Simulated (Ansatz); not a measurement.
# C2H4BBr: small, medium and large basis sets

One table from this session's results is given with a row withheld; the runs are named, their logs left out.

Method: one geometry, several basis sets; program: Ansatz 0.2.0, Gaussian basis.

Levels to be run: PBE0-D4/def2-SVP; ωB97M-V/def2-SVP; PBE0-D4/def2-QZVPP; ωB97M-V/def2-QZVPP; the functionals' def2-TZVPP values are taken from earlier runs.

## The geometry

All runs share one geometry, relaxed beforehand with PBE0-D4 in a triple-zeta def2 set.

SMILES `BC(=C)Br`, 8 atoms, charge 0, spin multiplicity 1.

Atoms are counted from 1 here; the program's logs count them from 0.

Bond lengths: B1–C2 1.536 Å, B1–H5 1.191 Å, B1–H6 1.196 Å, C2–C3 1.336 Å, C2–Br4 1.905 Å, C3–H7 1.085 Å, C3–H8 1.085 Å. Angles: C2–B1–H5 122.2°, C2–B1–H6 117.0°, H5–B1–H6 120.9°, B1–C2–C3 122.1°, B1–C2–Br4 119.1°, C3–C2–Br4 118.7°, C2–C3–H7 118.6°, C2–C3–H8 123.6°, H7–C3–H8 117.9°.

As a file:

```xyz
8
charge 0, multiplicity 1
B     0.0464    1.2737    0.2687
C     0.2234   -0.1082   -0.3778
C    -0.2863   -1.2173    0.1646
Br    1.1997   -0.2506   -2.0074
H     0.4978    2.2637   -0.2164
H    -0.5710    1.3186    1.2921
H    -0.8417   -1.1333    1.0930
H    -0.1763   -2.2038   -0.2726
```

The first run:

File in.yaml:

```yaml
crystal:
  periodic: [false, false, false]
  atoms:
    - {symbol: B, position_ang: [0.046434, 1.273722, 0.268742]}
    - {symbol: C, position_ang: [0.223440, -0.108171, -0.377824]}
    - {symbol: C, position_ang: [-0.286263, -1.217271, 0.164637]}
    - {symbol: Br, position_ang: [1.199691, -0.250577, -2.007435]}
    - {symbol: H, position_ang: [0.497839, 2.263698, -0.216356]}
    - {symbol: H, position_ang: [-0.570983, 1.318594, 1.292145]}
    - {symbol: H, position_ang: [-0.841651, -1.133316, 1.093022]}
    - {symbol: H, position_ang: [-0.176305, -2.203778, -0.272630]}
basis:
  gaussian: {orbitals: def2-SVP}
hamiltonian: {xc: pbe0, dispersion: d4}
output: {orbitals: {seedname: orbitals}}
```

Run with:

```bash
ansatz run in.yaml --threads 2 --pin off --events-out ev --progress --plain --max-ram 4352MiB
```

Among the steps run: PBE0-D4 in def2-SVP; ωB97M-V in def2-SVP; PBE0-D4 in def2-QZVPP; ωB97M-V in def2-QZVPP.

One table of the session follows, with a row left open; its other results are not shown here.

It belongs to the step «Functionals by basis». 

```
functional       basis  HOMO (eV)  LUMO (eV)
   PBE0-D4    def2-SVP      -7.54      -2.44
   PBE0-D4  def2-TZVPP      -7.66      -2.53
   PBE0-D4  def2-QZVPP      -7.67      -2.54
   ωB97M-V    def2-SVP      -9.66      -0.33
   ωB97M-V  def2-TZVPP          ?          ?
   ωB97M-V  def2-QZVPP      -9.81      -0.53
```

Estimate the missing values for ωB97M-V, def2-TZVPP.

**Answer.** HOMO (eV): -9.80; LUMO (eV): -0.49. In the column «HOMO (eV)» it lies between ωB97M-V, def2-QZVPP (-9.81) and ωB97M-V, def2-SVP (-9.66).
